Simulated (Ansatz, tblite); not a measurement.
# The cluster Ge₃Te₇: rung by rung

The task here is to estimate one member of a computed series from the others.

Program: Ansatz 0.2.0, Gaussian basis. Level of theory: as each input shows. These are calculated values, not measurements.

Levels to be run: GFN1-xTB, PBE-D4/def2-SVP, r2SCAN-D4/def2-SVP, MP2/def2-SVP.

9 further runs of the same task are left out: 4 that didn't finish, 5 set aside as unsound or not needed.

**The relaxed structure**

The singlet was relaxed beforehand with PBE-D4/def2-SVP. At that level it is the lowest of the isomers that a small search found.

10 atoms, charge 0, spin multiplicity 1.

Bond lengths: Ge1–Te4 2.772 Å, Ge1–Te7 2.616 Å, Ge1–Te8 2.791 Å, Ge2–Te6 2.795 Å, Ge2–Te8 2.751 Å, Ge2–Te10 2.761 Å, Ge3–Te5 2.767 Å, Ge3–Te6 2.822 Å, Ge3–Te7 2.653 Å, Te4–Te9 2.772 Å, Te5–Te6 2.865 Å, Te5–Te8 3.096 Å, Te8–Te9 3.105 Å, Te9–Te10 2.762 Å. Angles: Te4–Ge1–Te7 93.7°, Te4–Ge1–Te8 94.6°, Te7–Ge1–Te8 102.2°, Te6–Ge2–Te8 87.7°, Te6–Ge2–Te10 114.0°, Te8–Ge2–Te10 90.6°, Te5–Ge3–Te6 61.7°, Te5–Ge3–Te7 99.0°, Te6–Ge3–Te7 107.0°, Ge1–Te4–Te9 88.3°, Ge3–Te5–Te6 60.1°, Ge3–Te5–Te8 102.6°, Te6–Te5–Te8 80.2°, Ge2–Te6–Ge3 112.1°, Ge2–Te6–Te5 98.2°, Ge3–Te6–Te5 58.2°, Ge1–Te7–Ge3 90.7°, Ge1–Te8–Ge2 118.4° and more.

Te takes a core potential in the def2 sets. No spin-orbit coupling is included.

PBE0-D4/def2-SVP was run before; its log isn't repeated, and its numbers join the tables.

The first run:

Tight binding, by tblite at 300 K electronic temperature and without a spin-polarisation term:

```python
tblite.interface.Calculator('GFN1-xTB', numbers, positions, charge=0, uhf=0).singlepoint()
```

start.molden holds the orbitals of an earlier run on this state, given as this run's starting guess.

in.yaml reads:

```yaml
crystal:
  periodic: [false, false, false]
  atoms:
    - {symbol: Ge, position_ang: [0.882377, -1.891502, -0.533539]}
    - {symbol: Ge, position_ang: [-0.054599, 2.623423, 0.645535]}
    - {symbol: Ge, position_ang: [-1.837373, -0.269971, -2.540788]}
    - {symbol: Te, position_ang: [1.228424, -2.871917, 2.036382]}
    - {symbol: Te, position_ang: [0.848160, 0.321695, -2.847040]}
    - {symbol: Te, position_ang: [-0.971592, 2.357496, -1.981238]}
    - {symbol: Te, position_ang: [-1.706741, -1.629835, -0.266241]}
    - {symbol: Te, position_ang: [1.799377, 0.672421, 0.078195]}
    - {symbol: Te, position_ang: [1.120795, -0.261196, 2.960443]}
    - {symbol: Te, position_ang: [-1.308818, 0.949365, 2.448290]}
basis:
  gaussian: {orbitals: def2-SVP, initial_orbitals: start.molden}
hamiltonian: {xc: pbe, dispersion: d4}
scf: {omitted_lower_state_checks: [starts]}
output: {forces: true, orbitals: {seedname: orbitals}}
```

Launch:

```sh
$ ansatz run in.yaml --threads 6 --pin off --events-out ev --progress --plain --max-ram 7833MiB
```

Steps of the session up to this table: PBE-D4/def2-SVP; r2SCAN-D4/def2-SVP; MP2/def2-SVP.

One of the session's tables, all rows but one given; the rest of the session is left out.

It belongs to the step «Binding energy». 

| level | binding an atom (eV) |
| --- | --- |
| HF/def2-SVP | 0.843 |
| PBE-D4/def2-SVP | 2.762 |
| r2SCAN-D4/def2-SVP | 2.499 |
| PBE0-D4/def2-SVP | ? |
| MP2/def2-SVP | 2.169 |

**Question.** Estimate the row for PBE0-D4/def2-SVP.

As computed: binding an atom (eV): 2.532. In the column «binding an atom (eV)» it lies between r2SCAN-D4/def2-SVP (2.499) and PBE-D4/def2-SVP (2.762).

To keep in mind: Free atoms were run apart at each level; binding is atoms less cluster, divided by the number of atoms, without zero-point or spin-orbit terms.
